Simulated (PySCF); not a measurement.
# Br2Cs2 (Cs2(Br)2): the cost of one run

Method: several levels, as the steps say, no spin–orbit coupling; program: PySCF 2.14.0.

3 further runs of the same task are left out: 2 for a known fault of the program, 1 that didn't finish.

### 1 Starting geometry

4 atoms, charge 0, spin multiplicity 1.

Bond lengths: Cs1–Br3 3.349 Å, Cs1–Br4 3.349 Å, Cs2–Br3 3.349 Å, Cs2–Br4 3.349 Å. Angles: Br3–Cs1–Br4 90.5°, Br3–Cs2–Br4 90.5°, Cs1–Br3–Cs2 89.5°, Cs1–Br4–Cs2 89.5°.

Coordinates:

```xyz
4
Br2Cs2
Cs    0.0000    0.0000    2.3580
Cs    0.0000    0.0000   -2.3580
Br    2.3786    0.0000    0.0000
Br   -2.3786    0.0000    0.0000
```

Formal oxidation states: Cs +1. An earlier session relaxed this geometry at PBE0, Cs def2-SVP with ECP46, Br def2-SVP (singlet, point group D2h).

At PBE0 on the finer grid: E = -5187.630448 Eh, HOMO -6.07 eV, LUMO -0.78 eV, Mulliken charge on Cs1 +0.61 e, largest force component 0.035 eV/Å. 

Levels to run: M06-L; r2SCAN; TPSSh; TPSS; PBE0, TZVP; PBE0, x2c-SVP. Hardware: 2 threads of Arm Neoverse V1, shared host.

### 2 M06-L

File run.py (the lines that set the calculation):

```python
mol = gto.M(atom='''
Cs     0.00000     0.00000     2.35797
Cs     0.00000     0.00000    -2.35797
Br     2.37863     0.00000     0.00000
Br    -2.37863     0.00000     0.00000''',
    basis={'Cs': 'def2-SVP', 'Br': 'def2-SVP'},
    ecp={'Cs': 'def2-SVP'},
    charge=0, spin=0)
mf = dft.RKS(mol, xc='M06L')
mf.grids.atom_grid = (75, 302)
mf = mf.density_fit()  # fitting sets: Cs def2-universal-JKFIT, Br def2-universal-JKFIT
mf.conv_tol = 1e-08; mf.max_cycle = 55
mf.kernel(dm0)  # dm0: the density of the relaxed state
```

Started as:

```console
OMP_NUM_THREADS=2 python run.py
```

**Question.** How long does this run take on 2 threads of Arm Neoverse V1, shared host?

About 6.7 s.
